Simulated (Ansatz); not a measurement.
C₂H₆BF, SMILES CB(C)F, a rigid torsion scan

With Ansatz 0.2.0 through its Python package.

Typed at the interpreter:
```pycon
>>> import ansatz as az
>>> from ase import Atoms
>>> atoms = Atoms(["C", "B", "C", "F", "H", "H", "H", "H", "H", "H"], positions=[
...     (-0.7264, 0.9836, -0.5125),
...     (-0.1389, -0.4238, -0.4198),
...     (0.808, -0.7751, 0.7682),
...     (-0.3678, -1.408, -1.422),
...     (0.0343, 1.7784, -0.6227),
...     (-1.383, 1.2485, 0.3798),
...     (-1.397, 1.0896, -1.4185),
...     (1.7582, -0.0827, 0.7526),
...     (1.1888, -1.8102, 0.7289),
...     (0.3068, -0.6513, 1.7689),
... ])
>>> first = (
...     az.Crystal.molecule_from_ase(atoms).calculation()
...     .basis(gaussian="cc-pVDZ")
...     .functional("r2scan")
...     .relax(force_tolerance=0.02, max_steps=80)
... )
>>> atoms.positions = first.run(threads=1, backend="cpu").report["positions_ang"]
>>> start = atoms.get_dihedral(0, 1, 2, 7)
>>> energies = {}
>>> for turn in range(0, 121, 20):
...     turned = atoms.copy()
...     turned.set_dihedral(0, 1, 2, 7, start + turn, indices=[2, 7, 8, 9])
...     base = (
...         az.Crystal.molecule_from_ase(turned).calculation()
...         .basis(gaussian="cc-pVDZ")
...         .functional("r2scan")
...     )
...     energies[round((start + turn) % 360)] = base.run(threads=1, backend="cpu").report["free_energy_ev"]
...
>>> floor = min(energies.values())
>>> print("dihedral C0-B1-C2-H7 (deg)   E - E(min) (kJ/mol)")
dihedral C0-B1-C2-H7 (deg)   E - E(min) (kJ/mol)
>>> for angle, e in sorted(energies.items()):
...     print(f"{angle:8d} {96.485332 * (e - floor):14.3f}  " + "#" * int(30 * (e - floor) / max(max(energies.values()) - floor, 1e-9)))
...
       7          4.734  ##########################
      27          3.472  ###################
     267          0.000
     287          0.638  ###
     307          2.510  ##############
     327          4.469  #########################
     347          5.296  ##############################
```

The scan is rigid and the energies are electronic, in a modest basis. With rigid groups the curve can differ much from the relaxed path, the start wasn't checked as a minimum of this torsion, and equivalent turns needn't return to the same energy. Run time: 2.8 min on 1 thread of Arm Neoverse V1, on a shared host, peak memory 0.21 GiB.
